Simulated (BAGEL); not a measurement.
**HF/STO-3G (density fitting with qzvpp-jkfit) run of CH4BClO (SMILES COBCl)**

Aim: the energy change on altering one bond length of CH4BClO at HF/STO-3G (density fitting with qzvpp-jkfit), from 2 runs. 

The calculation is run with BAGEL 1.2.2.

5 further runs of the same task are left out: 3 that didn't finish, 2 set aside as unsound or not needed. Runs told in other sessions of the task aren't counted.

## (1) The system as given

CH4BClO has 8 atoms, charge 0, and is taken as a singlet. As SMILES, `COBCl`. Geometry: relaxed at PBE0-D4/def2-TZVP. This is one conformer, not always the lowest.

Bond lengths: C1–O2 1.416 Å, O2–B3 1.334 Å, B3–Cl4 1.755 Å, C1–H5 1.091 Å, C1–H6 1.093 Å, C1–H7 1.091 Å, B3–H8 1.195 Å. Angles: C1–O2–B3 121.8°, O2–B3–Cl4 118.3°, O2–C1–H5 108.7°, O2–C1–H6 111.5°, O2–C1–H7 108.6°, O2–B3–H8 122.7°, Cl4–B3–H8 119.0°, H5–C1–H6 109.5°, H5–C1–H7 109.0°, H6–C1–H7 109.5°.

## (2) A single-point energy at HF/STO-3G (density fitting with qzvpp-jkfit)

Input file calc.json:

```json
{ "bagel": [

{
  "title": "molecule",
  "basis": "sto-3g",
  "df_basis": "qzvpp-jkfit",
  "angstrom": true,
  "geometry": [
    { "atom": "C", "xyz": [    0.183600,    1.104700,   -0.077800 ] },
    { "atom": "O", "xyz": [    0.201900,   -0.193200,   -0.643400 ] },
    { "atom": "B", "xyz": [   -0.176100,   -1.267300,    0.051400 ] },
    { "atom": "Cl", "xyz": [   -0.116600,   -2.833000,   -0.740100 ] },
    { "atom": "H", "xyz": [   -0.475900,    1.736300,   -0.674900 ] },
    { "atom": "H", "xyz": [   -0.167400,    1.084900,    0.957000 ] },
    { "atom": "H", "xyz": [    1.194100,    1.514600,   -0.112600 ] },
    { "atom": "H", "xyz": [   -0.551400,   -1.204200,    1.184700 ] }
  ]
},
{
  "title": "hf",
  "charge": 0
},
{
  "title": "print",
  "file": "orbitals.molden",
  "orbitals": true
}

]}
```

Launch:

```
BAGEL_NUM_THREADS=1 BAGEL calc.json > calc.out
```

The program printed:

```text
* using 1 threads per process

  ===============================================================
  ===============================================================

  *** Geometry ***

  { "atom" : "C", "xyz" : [      0.346954,      2.087580,     -0.147021 ] },
  { "atom" : "O", "xyz" : [      0.381536,     -0.365095,     -1.215850 ] },
  { "atom" : "B", "xyz" : [     -0.332781,     -2.394850,      0.097132 ] },
  { "atom" : "Cl", "xyz" : [     -0.220342,     -5.353594,     -1.398586 ] },
  { "atom" : "H", "xyz" : [     -0.899321,      3.281131,     -1.275376 ] },
  { "atom" : "H", "xyz" : [     -0.316340,      2.050164,      1.808468 ] },
  { "atom" : "H", "xyz" : [      2.256522,      2.862179,     -0.212783 ] },
  { "atom" : "H", "xyz" : [     -1.041995,     -2.275608,      2.238759 ] },

  Number of auxiliary basis functions:      427

  Since a DF basis is specified, we compute 2- and 3-index integrals:
    o Being stored without compression. Storage requirement is 0.003 GB

  Number of basis functions:       28
  Number of electrons      :       40

    * METHOD: MOLECULE                             0.13

  *** RHF ***

  === Nuclear Repulsion ===
   140.4722550682

      * DIIS with orbital gradients will be used.

  === RHF iteration (sto-3g) ===
      0       -592.54669268          0.01678630           0.02
      1       -592.61881958          0.00539164           0.02
      2       -592.62493122          0.00117402           0.02
      3       -592.62537461          0.00019889           0.02
      4       -592.62539153          0.00004337           0.02
      5       -592.62539255          0.00000924           0.02
      6       -592.62539260          0.00000235           0.02
      7       -592.62539260          0.00000083           0.02
      8       -592.62539260          0.00000017           0.02
      9       -592.62539260          0.00000005           0.02
     10       -592.62539260          0.00000002           0.02
     11       -592.62539260          0.00000000           0.02
    * SCF iteration converged.

    * Permanent dipole moment:
           (    0.017307,    -1.308926,    -0.566555) a.u.

    * METHOD: HF                                   0.28

    * METHOD: PRINT                                0.00

  ===============================================================
```

Run time: 0.56 s. Hardware: 1 thread of Arm Neoverse V1, shared host; peak memory 0.082 GiB.

## (3) The distorted shape at the same level

Input file hf.json:

```json
{ "bagel": [

{
  "title": "molecule",
  "basis": "sto-3g",
  "df_basis": "qzvpp-jkfit",
  "angstrom": true,
  "geometry": [
    { "atom": "C", "xyz": [    0.174675,    1.339546,    0.040921 ] },
    { "atom": "O", "xyz": [    0.192975,    0.041646,   -0.524679 ] },
    { "atom": "B", "xyz": [   -0.185025,   -1.032454,    0.170121 ] },
    { "atom": "Cl", "xyz": [   -0.116600,   -2.833000,   -0.740100 ] },
    { "atom": "H", "xyz": [   -0.484825,    1.971146,   -0.556179 ] },
    { "atom": "H", "xyz": [   -0.176325,    1.319746,    1.075721 ] },
    { "atom": "H", "xyz": [    1.185175,    1.749446,    0.006121 ] },
    { "atom": "H", "xyz": [   -0.560325,   -0.969354,    1.303421 ] }
  ]
},
{
  "title": "hf"
},
{
  "title": "print",
  "file": "orbitals.molden",
  "orbitals": true
}

]}
```

Launch:

```
BAGEL_NUM_THREADS=1 BAGEL hf.json > hf.out
```

The program printed:

```text
* using 1 threads per process

  ===============================================================
  ===============================================================

  *** Geometry ***

  { "atom" : "C", "xyz" : [      0.330088,      2.531375,      0.077329 ] },
  { "atom" : "O", "xyz" : [      0.364670,      0.078700,     -0.991500 ] },
  { "atom" : "B", "xyz" : [     -0.349647,     -1.951055,      0.321482 ] },
  { "atom" : "Cl", "xyz" : [     -0.220342,     -5.353594,     -1.398586 ] },
  { "atom" : "H", "xyz" : [     -0.916186,      3.724926,     -1.051026 ] },
  { "atom" : "H", "xyz" : [     -0.333206,      2.493958,      2.032818 ] },
  { "atom" : "H", "xyz" : [      2.239656,      3.305974,      0.011567 ] },
  { "atom" : "H", "xyz" : [     -1.058861,     -1.831814,      2.463109 ] },

  Number of auxiliary basis functions:      427

  Since a DF basis is specified, we compute 2- and 3-index integrals:
    o Being stored without compression. Storage requirement is 0.003 GB

  Number of basis functions:       28
  Number of electrons      :       40

    * METHOD: MOLECULE                             0.13

  *** RHF ***

  === Nuclear Repulsion ===
   133.4900656071

      * DIIS with orbital gradients will be used.

  === RHF iteration (sto-3g) ===
      0       -592.50724070          0.01793821           0.02
      1       -592.59652909          0.00601146           0.02
      2       -592.60408529          0.00147166           0.02
      3       -592.60478385          0.00027875           0.02
      4       -592.60481866          0.00006399           0.02
      5       -592.60482103          0.00001264           0.02
      6       -592.60482112          0.00000297           0.02
      7       -592.60482113          0.00000098           0.02
      8       -592.60482113          0.00000026           0.02
      9       -592.60482113          0.00000009           0.02
     10       -592.60482113          0.00000003           0.01
     11       -592.60482113          0.00000001           0.02
    * SCF iteration converged.

    * Permanent dipole moment:
           (    0.019339,    -1.739110,    -0.741714) a.u.

    * METHOD: HF                                   0.27

    * METHOD: PRINT                                0.00

  ===============================================================
```

It took 0.54 s on 1 thread of Arm Neoverse V1, shared host; peak memory 0.082 GiB.

## (4) Summary of results

At HF/STO-3G (density fitting with qzvpp-jkfit):

```
                                                          quantity          value
                                         first shape: total energy  -592.62539 Eh
                                        first shape: dipole moment         3.63 D
                                          first shape: HOMO energy      -10.27 eV
                                          first shape: LUMO energy        7.56 eV
                                        first shape: HOMO–LUMO gap       17.82 eV
                                     distorted shape: total energy  -592.60482 Eh
                                    distorted shape: dipole moment         4.81 D
                                      distorted shape: HOMO energy       -9.62 eV
                                      distorted shape: LUMO energy        7.05 eV
                                    distorted shape: HOMO–LUMO gap       16.67 eV
energy change with the B3–Cl4 bond stretched from 1.755 to 2.019 Å       0.560 eV
```

With the B3–Cl4 bond stretched from 1.755 to 2.019 Å the energy rises by 0.56 eV (12.9 kcal/mol). The first shape isn't relaxed at this level, so the change isn't measured from a minimum. The minimal basis adds a large error of its own.
